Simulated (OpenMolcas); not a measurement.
**Cu⁵⁺: CASSCF and CASPT2 terms and fine-structure levels**

Aim: the low terms and levels of Cu⁵⁺, with their order and spacing, then second-order correlation under several settings.

The numbers are computed with OpenMolcas 26.06 (state-averaged CASSCF and CASPT2, spin-orbit coupling by RASSI with atomic mean-field integrals), except any that are marked as measured or tabulated.

## (1) What is computed

```
Species                           : Cu⁵⁺ (copper, Z = 29, 24 electrons)
Basis                             : ANO-RCC-VQZP [7s6p4d3f2g1h], 95 functions
Scalar Hamiltonian                : DKH2, point nucleus
Inactive shells                   : 1s 2s 2p 3s 3p
Active space                      : 6 electrons in 5 orbitals (3d)
Some configurations of this space : 3d⁶
Orbitals                          : optimised for each spin and parity, averaged over all roots
```

Outer shells as boxes (Hund's rule):

3d6
```
3d [↑↓][↑ ][↑ ][↑ ][↑ ]
```

The work runs as a chain of OpenMolcas steps in one folder; each step below is one input file. Labels, J, g values, rates, χT and fits are worked out afterwards by a script from the matrices that RASSI stores.

## (2) Basis and integrals

a.inp reads:

```
&GATEWAY
Coord
1

Cu 0.0 0.0 0.0
Basis=ANO-RCC-VQZP
Group=XYZ
NoMove
AngMom=0.0 0.0 0.0
AMFI
&SEWARD
```

The run is started by

```sh
> OMP_NUM_THREADS=1 MOLCAS_MEM=2252 MOLCAS_PROJECT=a pymolcas a.inp > a.log
```

## (3) CASSCF: quintets of even parity, 5 roots

a.inp reads:

```
&RASSCF
FileOrb=start.orb
Symmetry=1
Spin=5
nActEl=6 0 0
Inactive=3 6
Ras2=5 0
CIRoot=5 5 1
SDav=5
CIMx=300
Iter=120 100
PrWF=0.3
OrbListing=Nothing
MaxOrb=0
Atom
>>> COPY $Project.JobIph JOB001
```

start.orb holds the contracted functions of the basis, ordered by shell, or the orbitals of the step before.

## (4) Reference wave functions, triplets of even parity, 45 roots

a.inp reads:

```
&RASSCF
FileOrb=start.orb
Symmetry=1
Spin=3
nActEl=6 0 0
Inactive=3 6
Ras2=5 0
CIRoot=45 45 1
SDav=45
CIMx=300
Iter=120 100
PrWF=0.3
OrbListing=Nothing
MaxOrb=0
Atom
>>> COPY $Project.JobIph JOB002
```

## (5) CASSCF: singlets of even parity, 50 roots

a.inp reads:

```
&RASSCF
FileOrb=start.orb
Symmetry=1
Spin=1
nActEl=6 0 0
Inactive=3 6
Ras2=5 0
CIRoot=50 50 1
SDav=50
CIMx=300
Iter=120 100
PrWF=0.3
OrbListing=Nothing
MaxOrb=0
Atom
>>> COPY $Project.JobIph JOB003
```

## (6) State interaction with spin-orbit coupling

a.inp reads:

```
&RASSI
NrOfJobIphs=3 5 30 13
1 2 3 4 5
1 2 3 4 5 6 7 8 9 10 11 12 13 14 15 16 17 18 19 20 21 22 23 24 25 26 27
28 29 30
1 2 3 4 5 6 7 8 9 10 11 12 13
IphNames
JOB001
JOB002
JOB003
EJob
SpinOrbit
DIPRint=1.0
SOCoupling=1000.0
Subsets=2
MEES
Property=10
'ANGMOM' 1 'ANGMOM' 2 'ANGMOM' 3 'MLTPL  1' 1 'MLTPL  1' 2 'MLTPL  1' 3
'AMFI' 1 'AMFI' 2 'AMFI' 3 'MLTPL  2' 6
SOProperty=3
'ANGMOM' 1 'ANGMOM' 2 'ANGMOM' 3
```

## (7) CASPT2: IPEA 0.2, imaginary shift 0.25 (closed shells correlated: 3s 3p)

a.inp reads:

```
>>> COPY JOB001 $Project.JobIph
&CASPT2
Multistate=5 1 2 3 4 5
Frozen=2 3
IPEA=0.2
Imaginary=0.25
MaxIter=60
WThr=0.0 0.3 0.05
PrWF=0.5
NoMix
>>> COPY JOB002 $Project.JobIph
&CASPT2
Multistate=30 1 2 3 4 5 6 7 8 9 10 11 12 13 14 15 16 17 18 19 20 21 22
23 24 25 26 27 28 29 30
Frozen=2 3
IPEA=0.2
Imaginary=0.25
MaxIter=60
WThr=0.0 0.3 0.05
PrWF=0.5
NoMix
>>> COPY JOB003 $Project.JobIph
&CASPT2
Multistate=13 1 2 3 4 5 6 7 8 9 10 11 12 13
Frozen=2 3
IPEA=0.2
Imaginary=0.25
MaxIter=60
WThr=0.0 0.3 0.05
PrWF=0.5
NoMix
```

## (8) CASPT2: IPEA 0.6, imaginary shift 0.15 (closed shells correlated: 3s 3p)

Changes to a.inp since step 7:

```diff
@@ -4,4 +4,4 @@
 Frozen=2 3
-IPEA=0.2
-Imaginary=0.25
+IPEA=0.6
+Imaginary=0.15
 MaxIter=60
@@ -15,4 +15,4 @@
 Frozen=2 3
-IPEA=0.2
-Imaginary=0.25
+IPEA=0.6
+Imaginary=0.15
 MaxIter=60
@@ -25,4 +25,4 @@
 Frozen=2 3
-IPEA=0.2
-Imaginary=0.25
+IPEA=0.6
+Imaginary=0.15
 MaxIter=60
```

## (9) CASPT2: IPEA 0.75, imaginary shift 0.4 (closed shells correlated: none)

Changes to a.inp since step 8:

```diff
@@ -3,5 +3,5 @@
 Multistate=5 1 2 3 4 5
-Frozen=2 3
-IPEA=0.6
-Imaginary=0.15
+Frozen=3 6
+IPEA=0.75
+Imaginary=0.4
 MaxIter=60
@@ -14,5 +14,5 @@
 23 24 25 26 27 28 29 30
-Frozen=2 3
-IPEA=0.6
-Imaginary=0.15
+Frozen=3 6
+IPEA=0.75
+Imaginary=0.4
 MaxIter=60
@@ -24,5 +24,5 @@
 Multistate=13 1 2 3 4 5 6 7 8 9 10 11 12 13
-Frozen=2 3
-IPEA=0.6
-Imaginary=0.15
+Frozen=3 6
+IPEA=0.75
+Imaginary=0.4
 MaxIter=60
```

(Steps that only read results are left out.)

What does the calculation give? Wanted: lowest level; first excited level; lowest level of another term; spin-orbit lowering of the lowest level; strongest of the lines computed, by gA.

As calculated:

```
                                                                                      quantity                                                                        value
                                                                                        method  SS-CASPT2, IPEA 0.2, imaginary shift 0.25 (closed shells correlated: 3s 3p)
                                                                                  lowest level                                       3d⁶ ⁵D₄, 100 % of that term, g = 1.500
                                                                   ground level listed by NIST                                                                          5D4
                                                                           first excited level                                                         3d⁶ ⁵D₃ at 1153 cm⁻¹
                                                                  lowest level of another term                                                        3d⁶ ³P₂ at 29300 cm⁻¹
                                                       spin-orbit lowering of the lowest level                                                                    1196 cm⁻¹
strongest of the lines computed, by gA (one parity, so forbidden lines), at SS-CASPT2 energies                                3d⁶ ³F₄ → 3d⁶ ⁵D₄, 296.1 nm, A = 4.36e+00 s⁻¹
```

Cost and accuracy by method:

```csv
method,time of its own steps,time with the reference,mean absolute difference from the measured levels (cm-1)
A. CASSCF,20 s,20 s,3300
"B. SS-CASPT2, IPEA 0.2, imaginary shift 0.25, +3s 3p",20 s,40 s,180
"C. SS-CASPT2, IPEA 0.6, imaginary shift 0.15, +3s 3p",20 s,40 s,660
"D. SS-CASPT2, IPEA 0.75, imaginary shift 0.4, +none",11 s,31 s,2000
```

Times are of one thread on a shared host.

What this shows: The multiplet ⁵D is inverted; its intervals divided by the larger J differ by 24 % of their mean, where Landé's rule for pure LS coupling makes them equal. Second-order correlation (method B) scales the levels of the lowest configuration above 5000 cm⁻¹ by 0.82 to 0.94. Method B lies closest to the measured levels (180 cm⁻¹ on average) and A farthest (3300). Only the configurations of the active space and the roots asked for are present. Not all states of the active space went into the spin-orbit step. CASPT2 does not keep the components of a term degenerate, and the means are used. Only valence configurations of the active space appear, up to the ionisation limit; * or ° marks odd parity.
